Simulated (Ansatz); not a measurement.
# Si3P4: the cost of one run

Computed with Ansatz 0.2.0 (DFT PBE, scalar-relativistic, plane waves, PAW, unless a step's input says otherwise).

### Step 1. The structure to begin with

Symmetry: I4_1/amd, No. 141, tetragonal system. The conventional cell has a = 6.330 Å, b = 6.330 Å, c = 10.368 Å, α = 90.00°, β = 90.00°, γ = 90.00°. Si (site symmetry -4m2) is surrounded by 4 P at 2.24 Å. Si (site symmetry 2/m) has 4 P at 2.12 Å as nearest neighbours. P (site symmetry m) is surrounded by 3 Si at 2.12 to 2.24 Å.

As a file:

```cif
data_structure
_symmetry_space_group_name_H-M 'P 1'
_symmetry_Int_Tables_number 1
_cell_length_a 6.8490
_cell_length_b 6.8490
_cell_length_c 6.8490
_cell_angle_alpha 124.951
_cell_angle_beta 124.951
_cell_angle_gamma 81.620
_cell_volume 207.73
loop_
_atom_site_label
_atom_site_type_symbol
_atom_site_fract_x
_atom_site_fract_y
_atom_site_fract_z
_atom_site_occupancy
Si1 Si 0.00000 0.00000 0.00000 1
Si2 Si 0.75000 0.25000 0.50000 1
Si3 Si 0.87500 0.62500 0.25000 1
Si4 Si 0.37500 0.62500 0.25000 1
Si5 Si 0.37500 0.62500 0.75000 1
Si6 Si 0.37500 0.12500 0.75000 1
P1 P 0.60610 0.38390 0.22220 1
P2 P 0.13390 0.41170 0.27780 1
P3 P 0.16170 0.38390 0.77780 1
P4 P 0.13390 0.85610 0.72220 1
P5 P 0.14390 0.86610 0.27780 1
P6 P 0.61610 0.39390 0.77780 1
P7 P 0.58830 0.86610 0.72220 1
P8 P 0.61610 0.83830 0.22220 1
```

The cell is invented: 3-, 4-connected net, the two elements on its two kinds of vertex (I4_1/amd, No. 141). The dimensions are guesses.

### Step 2. A first look at the guess

input.yaml

```yaml
crystal:
  lattice:
    - [-3.16512703, 3.16512703, 5.18389095]
    - [3.16512703, -3.16512703, 5.18389095]
    - [3.16512703, 3.16512703, -5.18389095]
  atoms:
    - { symbol: Si, position: [0.0, 0.0, 0.0] }
    - { symbol: Si, position: [0.75, 0.25, 0.5] }
    - { symbol: Si, position: [0.875, 0.625, 0.25] }
    - { symbol: Si, position: [0.375, 0.625, 0.25] }
    - { symbol: Si, position: [0.375, 0.625, 0.75] }
    - { symbol: Si, position: [0.375, 0.125, 0.75] }
    - { symbol: P, position: [0.60610002, 0.3839, 0.22220002] }
    - { symbol: P, position: [0.1339, 0.41169998, 0.27779998] }
    - { symbol: P, position: [0.16169998, 0.3839, 0.77779998] }
    - { symbol: P, position: [0.1339, 0.85610002, 0.72220002] }
    - { symbol: P, position: [0.14389998, 0.8661, 0.27779998] }
    - { symbol: P, position: [0.6161, 0.39389998, 0.77779998] }
    - { symbol: P, position: [0.58830002, 0.8661, 0.72220002] }
    - { symbol: P, position: [0.6161, 0.83830002, 0.22220002] }
basis:
  ecutwfc: 420
kpoints:
  mp_grid: { grid: [4, 4, 4] }
hamiltonian:
  xc: pbe
scf:
  occupations: { method: gaussian, width: 0.1 }
  lower_state_search: "off"
output:
  forces: true
  stress: true
  eigenvalues: true
```

Run with:

```console
> ansatz run input.yaml --threads 1 --pin off --max-ram 2560MiB --backend cpu --events-out ev --progress --plain --runs-dir out
```

What time and memory should one allow on 1 thread of Intel Xeon Platinum 8488C (Sapphire Rapids), shared host?

About 5.8 s, with a peak of 0.53 GiB.
